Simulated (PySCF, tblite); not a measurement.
# C₃H₆N₂S₂Si: geometry, infrared bands and NMR shifts

What infrared bands and NMR shifts should C₃H₆N₂S₂Si (`CSc1snnc1[SiH3]`) show?

The runs use tblite 0.8.0 and PySCF 2.14.0, with density-fitted response routines of our own; the level of theory stands in each step. All values are computed, except where a source is named. Atoms are numbered from 0 throughout.

## 1. Starting geometry

14 atoms, charge 0, multiplicity 1; geometry from: force field or distance geometry start.

Bonds of the start (Å): C0–S1 1.80, S1–C2 1.77, C2–S3 1.79, S3–N4 1.68, N4–N5 1.24, N5–C6 1.29, C6–Si7 1.84, C6–C2 1.37, C0–H8 1.09, C0–H9 1.12, C0–H10 1.12, Si7–H11 1.49, Si7–H12 1.47, Si7–H13 1.47.

## 2. Geometry optimisation with GFN2-xTB

Job settings and geometry (Å):

```
{"job": {"kind": "relax", "xc": "GFN2-xTB", "basis": "xTB"}, "charge": 0, "multiplicity": 1}
C      2.882400    -0.469500    -0.159800
S      1.123600    -0.870900    -0.197000
C      0.054200     0.508200     0.088800
S      0.657000     2.170100     0.353600
N     -0.936700     2.682200     0.502000
N     -1.709300     1.722800     0.341300
C     -1.318700     0.511900     0.115600
Si    -2.428000    -0.939500    -0.107100
H      3.084700     0.467000    -0.680000
H      3.381500    -1.281900    -0.746500
H      3.317100    -0.479700     0.870200
H     -3.633900    -0.582500    -0.896800
H     -1.680800    -2.030400    -0.739100
H     -2.793700    -1.408300     1.232600
```

Started as:

```bash
$ OMP_NUM_THREADS=1 python probes_run.py task.json out
```

One launch serves the whole session: the jobs run in the order shown.

**Question.** This job is followed by: GFN2-xTB harmonic vibrations, gas phase; GIAO PBE0/pcSseg-1 NMR shielding, non-relativistic, gas phase. What will the session give for the following? strongest single infrared mode (GFN2-xTB); zero-point energy (GFN2-xTB); ¹³C shifts against TMS (PBE0/pcSseg-1); ¹H shifts against TMS (PBE0/pcSseg-1, means over atoms taken as alike); ³³S shifts against CS2 (PBE0/pcSseg-1); ¹⁵N shifts against NH3 (PBE0/pcSseg-1); ²⁹Si shifts against TMS (PBE0/pcSseg-1); surface potential, 1st and 99th percentile.

**Answer**, as computed:

```
                                                              quantity                   value
                             strongest single infrared mode (GFN2-xTB)    788 cm⁻¹, 379 km/mol
                                          zero-point energy (GFN2-xTB)           52.6 kcal/mol
                                ¹³C shifts against TMS (PBE0/pcSseg-1)  180.9, 143.3, 27.5 ppm
¹H shifts against TMS (PBE0/pcSseg-1, means over atoms taken as alike)          4.76, 2.69 ppm
                                ³³S shifts against CS2 (PBE0/pcSseg-1)             538, 38 ppm
                                ¹⁵N shifts against NH3 (PBE0/pcSseg-1)        490.7, 443.1 ppm
                               ²⁹Si shifts against TMS (PBE0/pcSseg-1)               -85.1 ppm
                                 surface potential, 1st and 99th percentile      -1.68 V and 1.42 V
```

What this shows: Over 146 steps the energy fell by 0.470 eV; of the close pairs, C2–S3 changed most, 1.788 to 1.728 Å. No mode is imaginary among the 36: a minimum at this level. The strongest single mode, at 788 cm⁻¹, moves mainly H12 and H13. Unscaled tight-binding wavenumbers are off by several per cent, some by more. Its intensities can rank the bands wrongly. At PBE0/pcSseg-1: The widest tensor belongs to N5: span 740 ppm, with a paramagnetic part of -550 ppm. NICS(1)zz of -30 ppm above the planar ring from C2 marks a diatropic (aromatic) ring current. By nearest atom (PBE0/pcSseg-1), the HOMO sits on S1 46 %; C6 18 % and the LUMO on C2 26 %; N4 22 %.
